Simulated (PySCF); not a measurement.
# C3H8FPSi: magnetic properties

What do calculations give for the magnetic properties of C3H8FPSi (`F[C@@H]1CC[Si@@H]1P`)?

Programs: PySCF 2.14.0, with routines of our own; each step states its level. All values are computed. Atoms count from 0.

## 1. The system as given

14 atoms, charge 0, multiplicity 1; geometry from: GFN2-xTB.

## 2. Magnetic properties: GIAO B3LYP/pcSseg-1

What the job is given:

```
{"job": {"kind": "mag", "xc": "B3LYP", "basis": "pcSseg-1", "isotopologues": 2}, "charge": 0, "multiplicity": 1}
F      0.136668     2.158297     0.409834
C     -0.377973     1.152653    -0.392190
C     -1.488051     0.351695     0.298067
C     -1.005670    -1.084027     0.019643
Si     0.704850    -0.444133    -0.565860
P      2.271573    -0.540808     1.028711
H     -0.702060     1.646683    -1.310721
H     -1.475807     0.570913     1.364685
H     -2.484229     0.564740    -0.086727
H     -1.592288    -1.562476    -0.760631
H     -1.037005    -1.727953     0.894975
H      1.082141    -0.755227    -1.951915
H      2.717999     0.754049     0.821852
H      3.249174    -1.084879     0.208110
```

With the program's defaults for keys left out, this is: GIAO B3LYP/pcSseg-1 magnetisability, rotational g tensor and spin-rotation constants, non-relativistic, gas phase.

On the command line:

```
> OMP_NUM_THREADS=1 python excited_run.py task.json out
```

The driver reads the jobs from task.json and runs them one after another.

The program printed:

```text
coarse grid: 12552 points
cycle   1  E = -849.6778217109  dE =  5.099e-01  |g| = 5.703e-01  |ddm| = 3.349e+00
cycle   2  E = -849.6177004714  dE =  6.012e-02  |g| = 8.162e-01  |ddm| = 1.157e+00
cycle   3  E = -849.7438546477  dE = -1.262e-01  |g| = 5.050e-02  |ddm| = 7.160e-01
cycle   4  E = -849.7441379916  dE = -2.833e-04  |g| = 3.062e-02  |ddm| = 5.719e-02
cycle   5  E = -849.7443218595  dE = -1.839e-04  |g| = 7.104e-03  |ddm| = 3.005e-02
cycle   6  E = -849.7443336850  dE = -1.183e-05  |g| = 1.891e-03  |ddm| = 1.013e-02
cycle   7  E = -849.7443344764  dE = -7.914e-07  |g| = 3.489e-04  |ddm| = 2.567e-03
final grid: 112056 points
cycle   8  E = -849.7896767296  dE = -2.462e-05  |g| = 6.066e-03  |ddm| = 1.758e-02
cycle   9  E = -849.7896665516  dE =  1.018e-05  |g| = 9.419e-03  |ddm| = 1.211e-02
cycle  10  E = -849.7896845368  dE = -1.799e-05  |g| = 6.583e-04  |ddm| = 7.317e-03
cycle  11  E = -849.7896846114  dE = -7.462e-08  |g| = 2.035e-04  |ddm| = 8.743e-04
cycle  12  E = -849.7896846193  dE = -7.907e-09  |g| = 4.900e-05  |ddm| = 2.252e-04
cycle  13  E = -849.7896846198  dE = -5.496e-10  |g| = 1.460e-05  |ddm| = 7.624e-05
converged SCF energy = -849.7896846198

Magnetisability tensor (1e-30 J/T^2)
    -1264.41      -24.37       37.47
      -24.37    -1362.72      -40.29
       37.47      -40.29    -1120.51
isotropic -1249.21   principal values   -1372.47  -1271.66  -1103.51
isotropic susceptibility -75.229 1e-6 cm^3/mol

Inertial axes            a          b          c
rot. const./GHz      3.0829     1.7370     1.3396
chi total           -74.341    -82.154    -69.194
chi diamagnetic    -490.365   -783.190   -968.605
chi paramagnetic    416.025    701.036    899.411
quadrupole/D A        3.265     -2.949     -0.316
g nuclear            0.5720     0.5642     0.5509
g electronic        -0.6025    -0.5721    -0.5661
g total             -0.0306    -0.0078    -0.0152

Spin-rotation constants (kHz, H = +C I.J)
atom  isotope        aa         bb         cc
  0    19F        2.213      0.815      0.338
  5    31P        2.566      1.355      1.293
  6     1H       -0.064     -0.195      0.008
  7     1H       -0.347     -0.162      0.042
  8     1H        0.136     -0.183     -0.142
  9     1H       -0.271     -0.040     -0.122
 10     1H       -0.288     -0.171     -0.010
 11     1H       -0.266     -0.130      0.053
 12     1H       -0.338      0.006     -0.136
 13     1H       -0.147     -0.197     -0.070
  1    13C*       0.904      0.375      0.378
  2    13C*       0.632      0.252      0.239
  3    13C*       0.362      0.267      0.179
  4   29Si*      -2.013     -1.073     -0.913
* in the singly substituted isotopologue

Isotopologues: g along a, b, c
2H    at 6,7,8,9,10,11,    -0.0268    -0.0066    -0.0137
13C   at 1                 -0.0304    -0.0078    -0.0151
```

Wall time 20 s (1 thread of Arm Neoverse V1, shared host); peak memory 0.77 GiB.

Key values:

```csv
quantity,value
magnetisability,-1249·10⁻³⁰ J/T²
molar susceptibility,-75.2·10⁻⁶ cm³/mol
"rotational g (a, b, c)","-0.0306, -0.0078, -0.0152"
```

## 3. Magnetic properties: GIAO revPBE/def2-SVP, grid 3

The job, as its differences from that of step 2:

```diff
@@ -1,2 +1,2 @@
-{"job": {"kind": "mag", "xc": "B3LYP", "basis": "pcSseg-1", "isotopologues": 2}, "charge": 0, "multiplicity": 1}
+{"job": {"kind": "mag", "xc": "revPBE", "basis": "def2-SVP", "grid": 3}, "charge": 0, "multiplicity": 1}
 F      0.136668     2.158297     0.409834
```

Method: GIAO revPBE/def2-SVP magnetisability, rotational g tensor and spin-rotation constants, non-relativistic, gas phase.

The program printed:

```text
coarse grid: 12552 points
cycle   1  E = -849.0057565651  dE =  3.999e-01  |g| = 6.013e-01  |ddm| = 3.837e+00
cycle   2  E = -848.8312453865  dE =  1.745e-01  |g| = 1.060e+00  |ddm| = 2.164e+00
cycle   3  E = -849.0886786311  dE = -2.574e-01  |g| = 7.864e-02  |ddm| = 1.511e+00
cycle   4  E = -849.0902519720  dE = -1.573e-03  |g| = 3.493e-02  |ddm| = 1.768e-01
cycle   5  E = -849.0905080553  dE = -2.561e-04  |g| = 1.385e-02  |ddm| = 5.430e-02
cycle   6  E = -849.0905557828  dE = -4.773e-05  |g| = 3.418e-03  |ddm| = 2.320e-02
cycle   7  E = -849.0905585182  dE = -2.735e-06  |g| = 1.159e-03  |ddm| = 5.428e-03
final grid: 173440 points
cycle   8  E = -849.2298089563  dE = -3.128e-05  |g| = 1.026e-02  |ddm| = 4.055e-02
cycle   9  E = -849.2297407847  dE =  6.817e-05  |g| = 1.916e-02  |ddm| = 3.288e-02
cycle  10  E = -849.2298363525  dE = -9.557e-05  |g| = 1.734e-03  |ddm| = 2.276e-02
cycle  11  E = -849.2298369693  dE = -6.168e-07  |g| = 4.749e-04  |ddm| = 2.597e-03
cycle  12  E = -849.2298370170  dE = -4.771e-08  |g| = 7.431e-05  |ddm| = 6.042e-04
cycle  13  E = -849.2298370186  dE = -1.584e-09  |g| = 2.377e-05  |ddm| = 1.424e-04
cycle  14  E = -849.2298370187  dE = -1.512e-10  |g| = 7.098e-06  |ddm| = 3.999e-05
converged SCF energy = -849.2298370187

Magnetisability tensor (1e-30 J/T^2)
    -1263.40      -23.80       39.41
      -23.80    -1352.84      -36.06
       39.41      -36.06    -1120.97
isotropic -1245.74   principal values   -1361.73  -1271.43  -1104.05
isotropic susceptibility -75.020 1e-6 cm^3/mol

Inertial axes            a          b          c
rot. const./GHz      3.0829     1.7370     1.3396
chi total           -74.223    -81.510    -69.328
chi diamagnetic    -488.469   -781.597   -966.615
chi paramagnetic    414.247    700.088    897.287
quadrupole/D A        3.146     -2.552     -0.594
g nuclear            0.5720     0.5642     0.5509
g electronic        -0.6000    -0.5713    -0.5647
g total             -0.0280    -0.0071    -0.0138

Spin-rotation constants (kHz, H = +C I.J)
atom  isotope        aa         bb         cc
  0    19F        2.001      0.906      0.374
  5    31P        2.171      1.138      1.117
  6     1H       -0.069     -0.196      0.009
  7     1H       -0.359     -0.164      0.041
  8     1H        0.135     -0.184     -0.145
  9     1H       -0.275     -0.041     -0.123
 10     1H       -0.293     -0.172     -0.011
 11     1H       -0.265     -0.128      0.055
 12     1H       -0.344      0.005     -0.137
 13     1H       -0.152     -0.199     -0.071
  1    13C*       0.811      0.338      0.339
  2    13C*       0.553      0.218      0.213
  3    13C*       0.306      0.236      0.150
  4   29Si*      -1.777     -0.952     -0.798
* in the singly substituted isotopologue
```

It took 25 s on 1 thread of Arm Neoverse V1, shared host; peak memory 0.56 GiB.

Key values:

```csv
quantity,value
magnetisability,-1246·10⁻³⁰ J/T²
molar susceptibility,-75.0·10⁻⁶ cm³/mol
"rotational g (a, b, c)","-0.0280, -0.0071, -0.0138"
```

## 4. Magnetic properties: GIAO OLYP/6-31G

The job, as its differences from that of step 3:

```diff
@@ -1,2 +1,2 @@
-{"job": {"kind": "mag", "xc": "revPBE", "basis": "def2-SVP", "grid": 3}, "charge": 0, "multiplicity": 1}
+{"job": {"kind": "mag", "xc": "OLYP", "basis": "6-31G"}, "charge": 0, "multiplicity": 1}
 F      0.136668     2.158297     0.409834
```

With the program's defaults for keys left out, this is: GIAO OLYP/6-31G magnetisability, rotational g tensor and spin-rotation constants, non-relativistic, gas phase.

The program printed:

```text
coarse grid: 12552 points
cycle   1  E = -849.5270100763  dE =  5.479e-01  |g| = 6.542e-01  |ddm| = 3.532e+00
cycle   2  E = -849.3062572331  dE =  2.208e-01  |g| = 1.188e+00  |ddm| = 2.351e+00
cycle   3  E = -849.6264921093  dE = -3.202e-01  |g| = 9.067e-02  |ddm| = 1.639e+00
cycle   4  E = -849.6279149029  dE = -1.423e-03  |g| = 5.581e-02  |ddm| = 1.754e-01
cycle   5  E = -849.6286062173  dE = -6.913e-04  |g| = 1.133e-02  |ddm| = 8.096e-02
cycle   6  E = -849.6286536407  dE = -4.742e-05  |g| = 3.664e-03  |ddm| = 2.529e-02
cycle   7  E = -849.6286572126  dE = -3.572e-06  |g| = 8.181e-04  |ddm| = 5.119e-03
final grid: 112056 points
cycle   8  E = -849.5612702542  dE = -3.594e-05  |g| = 1.051e-02  |ddm| = 4.118e-02
cycle   9  E = -849.5612188613  dE =  5.139e-05  |g| = 1.640e-02  |ddm| = 3.855e-02
cycle  10  E = -849.5613030564  dE = -8.420e-05  |g| = 1.475e-03  |ddm| = 2.584e-02
cycle  11  E = -849.5613036181  dE = -5.617e-07  |g| = 3.671e-04  |ddm| = 2.217e-03
cycle  12  E = -849.5613036438  dE = -2.568e-08  |g| = 9.961e-05  |ddm| = 5.602e-04
cycle  13  E = -849.5613036464  dE = -2.589e-09  |g| = 2.542e-05  |ddm| = 1.710e-04
cycle  14  E = -849.5613036466  dE = -2.178e-10  |g| = 3.534e-06  |ddm| = 5.275e-05
converged SCF energy = -849.5613036466

Magnetisability tensor (1e-30 J/T^2)
    -1316.96      -17.63       48.32
      -17.63    -1422.08      -34.24
       48.32      -34.24    -1145.96
isotropic -1295.00   principal values   -1427.60  -1328.97  -1128.43
isotropic susceptibility -77.987 1e-6 cm^3/mol

Inertial axes            a          b          c
rot. const./GHz      3.0829     1.7370     1.3396
chi total           -77.592    -85.055    -71.312
chi diamagnetic    -488.937   -781.888   -966.608
chi paramagnetic    411.345    696.833    895.296
quadrupole/D A        3.514     -2.483     -1.031
g nuclear            0.5720     0.5642     0.5509
g electronic        -0.5958    -0.5686    -0.5635
g total             -0.0238    -0.0044    -0.0126

Spin-rotation constants (kHz, H = +C I.J)
atom  isotope        aa         bb         cc
  0    19F        2.388      0.996      0.456
  5    31P        2.226      1.109      1.113
  6     1H       -0.094     -0.198     -0.001
  7     1H       -0.362     -0.165      0.035
  8     1H        0.105     -0.190     -0.147
  9     1H       -0.288     -0.053     -0.126
 10     1H       -0.306     -0.177     -0.020
 11     1H       -0.293     -0.148      0.038
 12     1H       -0.366     -0.012     -0.149
 13     1H       -0.178     -0.212     -0.083
  1    13C*       0.785      0.334      0.333
  2    13C*       0.547      0.215      0.216
  3    13C*       0.291      0.234      0.149
  4   29Si*      -1.714     -0.914     -0.803
* in the singly substituted isotopologue
```

It took 14 s on 1 thread of Arm Neoverse V1, shared host; peak memory 0.47 GiB.

Key values:

```csv
quantity,value
magnetisability,-1295·10⁻³⁰ J/T²
molar susceptibility,-78.0·10⁻⁶ cm³/mol
"rotational g (a, b, c)","-0.0238, -0.0044, -0.0126"
```

## 5. Magnetic properties side by side

```csv
level,ξ (10⁻³⁰ J/T²),g(a),g(b),gap (eV),functions,time
GIAO B3LYP/pcSseg-1,-1249,-0.0306,-0.0078,6.80,156,20 s
"GIAO revPBE/def2-SVP, grid 3",-1246,-0.0280,-0.0071,5.20,132,25 s
GIAO OLYP/6-31G,-1295,-0.0238,-0.0044,5.50,78,14 s
```

## 6. Summary of results

| quantity | value |
| --- | --- |
| magnetisability (step 2, GIAO B3LYP/pcSseg-1) | -1249·10⁻³⁰ J/T² |
| molar susceptibility (step 2, GIAO B3LYP/pcSseg-1) | -75.2·10⁻⁶ cm³/mol |
| rotational g (a, b, c) (step 2, GIAO B3LYP/pcSseg-1) | -0.0306, -0.0078, -0.0152 |
| magnetisability over the levels | -1295 to -1246·10⁻³⁰ J/T² |

**Reading.** The magnetisability spreads by 3.9 % over 3 levels, from GIAO OLYP/6-31G (14 s) to GIAO revPBE/def2-SVP, grid 3 (25 s); the runs took 14 s to 25 s. Vibrational averaging and real surroundings are missing from these values.
